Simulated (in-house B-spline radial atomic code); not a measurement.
# Se⁺: density, ELF and screening along the radius

Aim: the shell structure of Se⁺ in the radial density, the electron localisation function and the screened nuclear charge, under several settings.

Method: several methods, spin-polarised, as named in each step; spherical all-electron atom at the radial basis limit. Code: in-house B-spline radial atomic code version 1.

### Step 1. Starting point

- element: selenium (Z = 34)
- charge: +1
- electrons: 33
- configuration: [Ar] 3d10 4s2 4p3
- nucleus: point (non-relativistic runs) or finite (X2C runs)

The outer shells:

[Ar] 3d10 4s2 4p3
```
[Ar] core
3d [↑↓][↑↓][↑↓][↑↓][↑↓]
4s [↑↓]
4p [↑ ][↑ ][↑ ]
```

Where spins are not typed, each open shell is filled with up spins first.

### Step 2. BHandHLYP, non-rel.

Input settings:

```ini
Z = 34
electrons = 33.0
configuration = [Ar] 3d10 4s2 4p3
hamiltonian = nr
method = bhandhlyp
spin_polarised = True
```

Launch:

```console
$ python run_scf.py task.json out
```

task.json lists these runs, among others, and the program works through them in turn.

### Step 3. LDA (VWN5), X2C

Input settings:

```ini
Z = 34
electrons = 33.0
configuration = [Ar] 3d10 4s2 4p3
hamiltonian = x2c
method = lda,vwn
spin_polarised = True
nucleus = fermi
rms_radius = 4.14
mass_number = 80
atomic_mass = 79.916521761
speed_of_light = 137.035999084
```

### Step 4. PBE, X2C

The settings differ from step 3 so:

```diff
@@ -4,3 +4,3 @@
 hamiltonian = x2c
-method = lda,vwn
+method = pbe,pbe
 spin_polarised = True
```

### Step 5. Hartree-Fock, X2C

The settings differ from step 4 so:

```diff
@@ -4,3 +4,3 @@
 hamiltonian = x2c
-method = pbe,pbe
+method = hf
 spin_polarised = True
```

Q: How large is the system in each run, where do the shell borders lie, and what is the highest level?

**Answer**, as computed:

| run | total energy (hartree) | highest level (eV) | radius holding 50 / 90 / 99 % (bohr) | radius at n = 0.001 (bohr) | ELF minima on the full grid (bohr) |
| --- | --- | --- | --- | --- | --- |
| BHandHLYP, non-rel. | -2401.1825 | -18.950 | 0.483 / 1.64 / 3.23 | 3.89 | 0.073, 0.30, 1.2 |
| LDA (VWN5), X2C | -2425.9669 | -16.440 | 0.480 / 1.62 / 3.22 | 3.87 | 0.073, 0.30, 1.2 |
| PBE, X2C | -2429.2187 | -16.401 | 0.480 / 1.63 / 3.22 | 3.87 | 0.073, 0.30, 1.2 |
| Hartree-Fock, X2C | -2427.8352 | -21.427 | 0.481 / 1.64 / 3.23 | 3.88 | 0.073, 0.30, 1.2 |

What this shows: In the first run ELF has 3 minima on the grid, which mark the borders between shells. On the record's full grid the screened charge (r times the electrostatic potential) falls from 33.9 near the nucleus to 1.00 at 7.4 bohr; far out it tends to the net charge, 1. The grid is coarse (about 22 % a step), so the places of minima are rough. For X2C runs ELF uses the non-relativistic kinetic energy density, and the fields carry no picture-change correction.
